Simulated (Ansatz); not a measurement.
**C2H4FNSi: geometry optimisation, by script**

What geometry does C2H4FNSi take? Wanted for C2H4FNSi: a geometry optimisation.

All numbers are computed with Ansatz 0.2.0 through its Python package. Level of theory: CAM-B3LYP/6-31G*.

**1. Starting point**

Bond lengths: F1–C2 1.315 Å, C2–C3 1.507 Å, C3–N4 1.314 Å, C2–Si5 1.853 Å, N4–Si5 1.812 Å, C2–H6 1.106 Å, C3–H7 1.138 Å, Si5–H8 1.477 Å, Si5–H9 1.496 Å. Angles (14 of 16 angles, heavy atoms first): F1–C2–C3 108.6°, F1–C2–Si5 116.5°, C3–C2–Si5 83.3°, C2–C3–N4 108.5°, C3–N4–Si5 90.5°, C2–Si5–N4 77.4°, F1–C2–H6 115.1°, C3–C2–H6 112.6°, Si5–C2–H6 116.1°, C2–C3–H7 127.6°, N4–C3–H7 123.8°, C2–Si5–H8 116.2°, C2–Si5–H9 115.5°, N4–Si5–H8 107.5°.

The script holds or builds the structure itself.

**2. Script**

Contents of c2h4fnsi.py:

```python
"""Minimum-energy structure of C2H4FNSi."""

import ansatz as az
import numpy as np

GEOMETRY = """
F    -1.41500    0.92260    0.88780
C    -0.50110    0.71500   -0.03530
C     0.83580    0.55000    0.63980
N     1.30760   -0.64100    0.34530
Si   -0.22090   -1.04520   -0.54060
H    -0.47710    1.46460   -0.84840
H     1.40670    1.32400    1.24830
H     0.13270   -1.26820   -1.95760
H    -0.98030   -2.06790    0.24350
"""


def main() -> None:
    geometry = az.Crystal.molecule()
    for line in GEOMETRY.strip().splitlines():
        symbol, *xyz = line.split()
        geometry = geometry.atom(symbol, [float(v) for v in xyz])

    calculation = (
        geometry.calculation()
        .basis(gaussian="6-31G*")
        .functional("cam_b3lyp")
    )
    symbols = [site.symbol for site in geometry.cartesian_sites]
    start = np.array([site.position_ang for site in geometry.cartesian_sites], dtype=float)
    summary = calculation.relax(force_tolerance=0.02, max_steps=100).run(threads=1, pin="off").report
    end = np.array(summary["positions_ang"])

    print("reference energy %16.6f eV" % summary["reference_energy_ev"])
    print("total energy     %16.6f eV" % summary["free_energy_ev"])
    print("occupied (up, down):", summary["n_occupied"], " virtual:", summary["n_virtual"], " frozen:", summary["n_frozen"])

    print("bond        before    after (A)")
    for i, j in [(0, 1), (1, 2), (1, 4), (1, 5), (2, 3), (2, 6), (3, 4), (4, 7), (4, 8)]:
        d0, d1 = (np.linalg.norm(xyz[i] - xyz[j]) for xyz in (start, end))
        print(f"{symbols[i]}{i}-{symbols[j]}{j}".ljust(10), f"{d0:8.4f} {d1:8.4f}")

    charges = summary["charge_distribution"]
    print("dipole moment", round(4.803205 * float(np.linalg.norm(charges["dipole_moment_e_ang"])), 3), "D")
    print("Mulliken:", [(s, round(q, 3)) for s, q in zip(symbols, charges["mulliken_charges_e"])])


if __name__ == "__main__":
    main()
```

**3. What the engine is handed**

The engine receives this input:

```yaml
crystal:
  periodic: [false, false, false]
  atoms:
    - { symbol: F, position_ang: [-1.415, 0.9226, 0.8878] }
    - { symbol: C, position_ang: [-0.5011, 0.715, -0.0353] }
    - { symbol: C, position_ang: [0.8358, 0.55, 0.6398] }
    - { symbol: "N", position_ang: [1.3076, -0.641, 0.3453] }
    - { symbol: Si, position_ang: [-0.2209, -1.0452, -0.5406] }
    - { symbol: H, position_ang: [-0.4771, 1.4646, -0.8484] }
    - { symbol: H, position_ang: [1.4067, 1.324, 1.2483] }
    - { symbol: H, position_ang: [0.1327, -1.2682, -1.9576] }
    - { symbol: H, position_ang: [-0.9803, -2.0679, 0.2435] }
basis:
  gaussian:
    orbitals: "6-31G*"
hamiltonian:
  xc: cam_b3lyp
relax:
  f_tol: 0.02
  max_steps: 100
```

**4. Launch**

Launch:

```bash
python c2h4fnsi.py
```

**Question.** What results will this script give? Wanted: total energy; dipole moment; moves of the relaxation; energy gained; last largest force component.

**Answer**, as computed:

| quantity | value |
| --- | --- |
| total energy | -14219.0317 eV |
| dipole moment | 1.53 D |
| moves of the relaxation | 8 |
| energy gained | 0.424 eV |
| last largest force component | 0.0066 eV/Å |

In words: The relaxation took 8 moves; the largest shift is 0.207 Å, of atom 8 (H). Caveats:
- The end point is the stationary point reached from this start; no frequency run checks that it is a minimum, and the basis set is modest.
- The bonding changed during the relaxation, so the end is another isomer than the start names.
